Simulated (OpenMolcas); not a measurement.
**CH2FNSi (SMILES FC1=N[SiH2]1) at PBEsol/Sadlej_pVTZ (electric field 0.005 a.u., field axis z)**

What is the energy change on altering one bond length of CH2FNSi at PBEsol/Sadlej_pVTZ (electric field 0.005 a.u., field axis z)? 

Program for the calculation: OpenMolcas 26.06.

2 further runs of the same task are left out: 2 set aside as unsound or not needed.

**1. The system as given**

CH2FNSi: 6 atoms, total charge 0, spin state singlet. As SMILES, `FC1=N[SiH2]1`. The coordinates come from a PBE0-D4/def2-TZVP relaxation.

Bond lengths: F1–C2 1.313 Å, C2–N3 1.261 Å, C2–Si4 1.766 Å, N3–Si4 1.801 Å, Si4–H5 1.477 Å, Si4–H6 1.477 Å. Angles: F1–C2–N3 128.8°, F1–C2–Si4 160.4°, N3–C2–Si4 70.8°, C2–N3–Si4 67.8°, C2–Si4–N3 41.4°, C2–Si4–H5 122.2°, C2–Si4–H6 122.2°, N3–Si4–H5 118.8°, N3–Si4–H6 118.8°, H5–Si4–H6 113.7°.

**2. The energy at PBEsol/Sadlej_pVTZ (electric field 0.005 a.u., field axis z)**

calc.input

```
* CH2FNSi Kohn-Sham DFT
&GATEWAY
XBAS
F.Sadlej_pVTZ
C.Sadlej_pVTZ
N.Sadlej_pVTZ
Si.Sadlej_pVTZ
H.Sadlej_pVTZ
End of Basis
ZMAT
F1
C2 1 1.313466
N3 2 1.26102 1 128.79886
Si4 2 1.766013 3 70.80187 1 -179.9944
H5 4 1.476637 2 122.17221 3 -98.46094
H6 4 1.476692 5 113.69389 3 -147.33183
End of ZMAT
&SEWARD
&FFPT
DIPOLE
Z -0.005
&SCF
KSDFT=PBEsol
PRORBITALS=1 1
```

Run with:

```console
$ export MOLCAS_MEM=1860
$ pymolcas calc.input > calc.log
```

Standard output:

```text
--- Start Module: gateway ---
[...]
--- Stop Module: gateway /rc=_RC_ALL_IS_WELL_ ---
[...]
      Basis functions          122
[...]
--- Start Module: ffpt ---
[...]
--- Stop Module: ffpt /rc=_RC_ALL_IS_WELL_ ---
--- Start Module: scf ---
[...]
       Convergence after  16 Iterations
[...]
::    Total KS-DFT energy                            -481.8439407870
[...]
      Total spin, S                                     0.0000000000
[...]
      Total electronic charge=   38.000000
      Total            charge=   -0.000000
[...]
      Dipole Moment (debye):
      Origin of the operator (angstrom)=   -0.0652    0.0001    1.8119
                   X= -2.0766E+00               Y=  2.6340E-04               Z=  2.2195E+00           Total=  3.0395E+00
      Quadrupole Moment (debye*angstrom):
[...]
--- Stop Module: scf /rc=_RC_ALL_IS_WELL_ ---
[...]
```

Run time: 28 s. Hardware: 1 thread of Arm Neoverse V1, shared host; peak memory 0.79 GiB.

**3. The distorted shape at the same level**

calc.input

```
&GATEWAY
XBAS
F.Sadlej_pVTZ
C.Sadlej_pVTZ
N.Sadlej_pVTZ
Si.Sadlej_pVTZ
H.Sadlej_pVTZ
End of Basis
ZMAT
F1
C2 1 1.1821
N3 2 1.26102 1 128.79888
Si4 2 1.766013 1 160.39925 3 179.98431
H5 4 1.476637 2 122.17221 1 81.552
H6 4 1.476692 5 113.69389 3 -147.33183
End of ZMAT
&SEWARD
&FFPT
Dipole
Z -0.005
&SCF
KSDFT=PBEsol
PrOrbitals=1 1
```

Run with:

```console
$ export MOLCAS_MEM=1860
$ pymolcas calc.input > calc.log
```

Standard output:

```text
--- Start Module: gateway ---
[...]
--- Stop Module: gateway /rc=_RC_ALL_IS_WELL_ ---
[...]
      Basis functions          122
[...]
--- Start Module: ffpt ---
[...]
--- Stop Module: ffpt /rc=_RC_ALL_IS_WELL_ ---
--- Start Module: scf ---
[...]
       Convergence after  15 Iterations
[...]
::    Total KS-DFT energy                            -481.8212988624
[...]
      Total spin, S                                     0.0000000000
[...]
      Total electronic charge=   38.000000
      Total            charge=   -0.000000
[...]
      Dipole Moment (debye):
      Origin of the operator (angstrom)=   -0.0652    0.0001    1.7138
                   X= -2.0987E+00               Y=  2.2486E-04               Z=  1.2351E+00           Total=  2.4351E+00
      Quadrupole Moment (debye*angstrom):
[...]
--- Stop Module: scf /rc=_RC_ALL_IS_WELL_ ---
[...]
```

Wall time 27 s (1 thread of Arm Neoverse V1, shared host); peak memory 0.79 GiB.

**4. What came out**

At PBEsol/Sadlej_pVTZ (electric field 0.005 a.u., field axis z):

| quantity | value |
| --- | --- |
| first shape: total energy | -481.84394 Eh |
| first shape: dipole moment | 3.04 D |
| first shape: HOMO–LUMO gap | 4.49 eV |
| distorted shape: total energy | -481.82130 Eh |
| distorted shape: dipole moment | 2.44 D |
| distorted shape: HOMO–LUMO gap | 4.51 eV |
| energy change with the F1–C2 bond shortened from 1.313 to 1.182 Å | 0.616 eV |

With the F1–C2 bond shortened from 1.313 to 1.182 Å the energy rises by 0.62 eV (14.2 kcal/mol). The first shape isn't relaxed at this level, so the change isn't measured from a minimum. Mulliken charges (first shape) run from -0.96 on Si4 to +0.39 on H5. Mulliken charges (distorted shape) run from -1.06 on Si4 to +0.39 on H6; they depend strongly on the basis.
